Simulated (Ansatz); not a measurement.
# Sr2CuSO2: the cost of one run

Program: Ansatz 0.2.0. Level of theory: DFT PBE, scalar-relativistic, plane waves, PAW. These are calculated values, not measurements.

1 further run of the same task is left out (set aside as unsound or not needed).

## Step 1: The starting structure

The structure is tetragonal, space group P4/mmm (No. 123). Conventional cell: a = 3.902 Å, b = 3.902 Å, c = 6.881 Å, α = 90.00°, β = 90.00°, γ = 90.00°. Around Sr (site symmetry 4mm) lie 4 O at 2.60 Å and 4 Cu at 3.25 Å and 4 S at 3.25 Å. Cu (site symmetry 4/mmm) is surrounded by 4 O at 1.95 Å. S (site symmetry 4/mmm) is surrounded by 8 Sr at 3.25 Å and 2 Cu at 3.44 Å. O (site symmetry mmm) has 2 Cu at 1.95 Å and 4 Sr at 2.60 Å as nearest neighbours.

Coordinates:

```cif
data_structure
_symmetry_space_group_name_H-M 'P 1'
_symmetry_Int_Tables_number 1
_cell_length_a 3.9023
_cell_length_b 3.9023
_cell_length_c 6.8813
_cell_angle_alpha 90.000
_cell_angle_beta 90.000
_cell_angle_gamma 90.000
_cell_volume 104.79
loop_
_atom_site_label
_atom_site_type_symbol
_atom_site_fract_x
_atom_site_fract_y
_atom_site_fract_z
_atom_site_occupancy
Sr1 Sr 0.00000 0.00000 0.24916 1
Sr2 Sr 0.00000 0.00000 0.75084 1
Cu1 Cu 0.50000 0.50000 0.00000 1
S1 S 0.50000 0.50000 0.50000 1
O1 O 0.00000 0.50000 0.00000 1
O2 O 0.50000 0.00000 0.00000 1
```

The structure comes from the Materials Project (structure only).

(A quick probe on a coarse mesh, which set the mesh and smearing, is not shown.)

## Step 3: Full relaxation

Input file input.yaml:

```yaml
crystal:
  lattice:
    - [3.902343, 0.0, 0.0]
    - [0.0, 3.902343, 0.0]
    - [0.0, 0.0, 6.88128]
  atoms:
    - { symbol: Sr, position: [0.0, 0.0, 0.249157] }
    - { symbol: Sr, position: [0.0, 0.0, 0.750843] }
    - { symbol: Cu, position: [0.5, 0.5, 0.0], spin: 0.2 }
    - { symbol: S, position: [0.5, 0.5, 0.5] }
    - { symbol: O, position: [0.0, 0.5, 0.0], spin: 0.06 }
    - { symbol: O, position: [0.5, 0.0, 0.0], spin: 0.06 }
basis:
  ecutwfc: 420
kpoints:
  mp_grid: { grid: [10, 10, 6] }
hamiltonian:
  xc: pbe
scf:
  occupations: { method: gaussian, width: 0.1 }
output:
  forces: true
  stress: true
  eigenvalues: true
  populations: true
  write_density: true
  write_potential: true
  elf: true
  volumetric_format: npy
magnetization:
  spin_polarized: true
relax:
  adjacent_minimum: "off"
  f_tol: 0.005
  max_steps: 80
  cell: { stress_tol: 0.05 }
```

On the command line:

```
$ ansatz run input.yaml --threads 1 --pin off --max-ram 2560MiB --backend cpu --events-out ev --progress --plain --runs-dir out
```

**Question.** How long does this run take on 1 thread of Arm Neoverse N1, shared host, and how much memory does it need?

About 9 min, with a peak of 0.7 GiB.
